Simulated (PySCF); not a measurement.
**TlZn+: from the state search to spectroscopic constants**

An exercise on one series of results from a longer session: the logs are not shown, and one member is left open.

Program: PySCF 2.14.0. Level of theory: Tl def2-SVP with ECP60, Zn def2-SVP, scalar-relativistic core potentials. These are calculated values, not measurements.

The first run:

A driver script around PySCF takes these settings:

* atoms: Tl, Zn
* charge: 1
* basis: Tl def2-SVP with ECP60, Zn def2-SVP
* Hamiltonian: scalar-relativistic core potentials
* basis functions: 57
* electrons treated: 50
* masses in u: 204.9744, 63.9291
* levels: PBE0, PBE, r²SCAN, M06, TPSS, LDA, HF, MP2, SCS-MP2, CCSD, CCSD(T)
* grid: 80 radial by 434 angular points
* occupations: held fixed by the projection of orbital angular momentum
* dissociation limit: Tl+ + Zn, each in its ground configuration
* starting distance in angstrom: 2.720
* values of 2S to try: 0, 2

Launch:

```bash
$ OMP_NUM_THREADS=1 python dia.py task.json out
```

Steps of the session up to this table: Input; PBE0 along the bond; Higher solutions at PBE0; PBE; r²SCAN (meta-GGA); M06 (hybrid meta-GGA); TPSS (meta-GGA); LDA; RHF; Adding correlation.

One table of the session follows, with a row left open; its other results are not shown here.

Energy (eV) from each level's lowest point:

```
R (Å)    RHF  RHF-MP2  RHF-SCS-MP2  RHF-CCSD  RHF-CCSD(T)
2.687  0.485    0.252        0.295       n/a          n/a
2.812  0.287    0.113        0.144     0.145        0.130
2.937  0.157    0.038        0.057     0.058        0.048
3.030  0.091    0.010        0.021     0.021        0.015
3.124  0.047    0.000        0.003     0.004        0.001
3.218      ?        ?            ?         ?            ?
3.343  0.001    0.023        0.011     0.010        0.014
3.499  0.000    0.062        0.041     0.039        0.046
3.686  0.018    0.119        0.089     0.085        0.096
3.936  0.057    0.198        0.158       n/a          n/a
```

Estimate the missing values for R (Å) = 3.218.

Worked estimate for «RHF». A straight line through the neighbours (3.124, 0.047) and (3.343, 0.001) gives 0.047 + (0.001 − 0.047) × (3.218 − 3.124) / (3.343 − 3.124) = 0.027; a parabola fitted to 4 rows on both sides gives 0.020.

**Answer.** RHF: 0.019; RHF-MP2: 0.004; RHF-SCS-MP2: 0.000; RHF-CCSD: 0.000; RHF-CCSD(T): 0.000. In «RHF» the line misses by +0.008 and the parabola by +0.001.

State 2 has its PBE0 minimum 2.79 eV higher. The other levels ran on the lowest alone.
